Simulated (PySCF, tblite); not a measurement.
# C3H11FN2Si2: geometry, infrared bands and NMR shifts

Wanted: the infrared bands and NMR shifts of C3H11FN2Si2 (`N[Si@@H](N[SiH3])C1(F)CC1`), by calculation.

The runs use tblite 0.8.0 and PySCF 2.14.0, with density-fitted response routines of our own; the level of theory stands in each step. All values are computed, except where a source is named. Atoms are numbered from 0 throughout.

**1. The starting structure**

19 atoms, charge 0, multiplicity 1; geometry from: force field or distance geometry start.

Bonds of the start (Å): N0–Si1 1.81, Si1–N2 1.76, N2–Si3 1.79, Si1–C4 1.84, C4–F5 1.39, C4–C6 1.51, C6–C7 1.53, C7–C4 1.50, N0–H8 1.04, N0–H9 1.04, Si1–H10 1.47, N2–H11 1.05, Si3–H12 1.45, Si3–H13 1.46, Si3–H14 1.49, C6–H15 1.11, C6–H16 1.10, C7–H17 1.12, C7–H18 1.09.

**2. Geometry optimisation with GFN2-xTB**

What the job is given:

```
{"job": {"kind": "relax", "xc": "GFN2-xTB", "basis": "xTB"}, "charge": 0, "multiplicity": 1}
N      1.002800    -1.710000     0.779400
Si     0.328500    -0.031800     0.811300
N      1.005100     0.815400    -0.578300
Si     2.771200     0.533500    -0.565500
C     -1.501300    -0.188300     0.857200
F     -1.965900    -1.158400     1.730800
C     -2.327700    -0.035600    -0.395300
C     -2.393100     1.008200     0.722500
H      0.300100    -2.312700     0.306200
H      1.918200    -1.723700     0.294900
H      0.746300     0.590100     2.077500
H      0.658800     0.409400    -1.487000
H      3.156500    -0.371900    -1.633800
H      3.470300     1.808900    -0.650100
H      3.164000    -0.143400     0.700400
H     -3.145700    -0.783400    -0.465400
H     -1.889200     0.386500    -1.315500
H     -3.350500     0.920700     1.296200
H     -1.958100     1.995800     0.537500
```

Launch:

```
$ OMP_NUM_THREADS=1 python probes_run.py task.json out
```

This one command runs all jobs of the session in turn.

**Question.** This job is followed by: GFN2-xTB harmonic vibrations, gas phase; GIAO PBE0/pcSseg-1 NMR shielding, non-relativistic, gas phase. Predict these results of the whole session: strongest single infrared mode (GFN2-xTB); zero-point energy (GFN2-xTB); ¹³C shifts against TMS (PBE0/pcSseg-1); ¹H shifts against TMS (PBE0/pcSseg-1, means over atoms taken as alike); ¹⁵N shifts against NH3 (PBE0/pcSseg-1); ²⁹Si shifts against TMS (PBE0/pcSseg-1); ¹⁹F shifts against CFCl3 (PBE0/pcSseg-1).

**Answer**, as computed:

```
                                                              quantity                                                value
                             strongest single infrared mode (GFN2-xTB)                                2204 cm⁻¹, 619 km/mol
                                          zero-point energy (GFN2-xTB)                                        85.4 kcal/mol
                                ¹³C shifts against TMS (PBE0/pcSseg-1)                                   73.7, 9.8, 9.6 ppm
¹H shifts against TMS (PBE0/pcSseg-1, means over atoms taken as alike)  5.57, 4.74, 1.06, 1.03, 0.91, 0.51, 0.31, -0.82 ppm
                                ¹⁵N shifts against NH3 (PBE0/pcSseg-1)                                        23.9, 9.3 ppm
                               ²⁹Si shifts against TMS (PBE0/pcSseg-1)                                     -28.3, -59.9 ppm
                              ¹⁹F shifts against CFCl3 (PBE0/pcSseg-1)                                           -248.8 ppm
```

Over 123 steps the energy fell by 1.088 eV; of the close pairs, N0–Si1 changed most, 1.809 to 1.721 Å. No mode is imaginary among the 51: a minimum at this level. The strongest single mode, at 2204 cm⁻¹, moves mainly H12 and H10. GFN2-xTB is a fitted tight-binding method: band positions and strengths are rough. Its intensities can rank the bands wrongly. At PBE0/pcSseg-1: The widest tensor belongs to C4: span 150 ppm, with a paramagnetic part of -139 ppm.
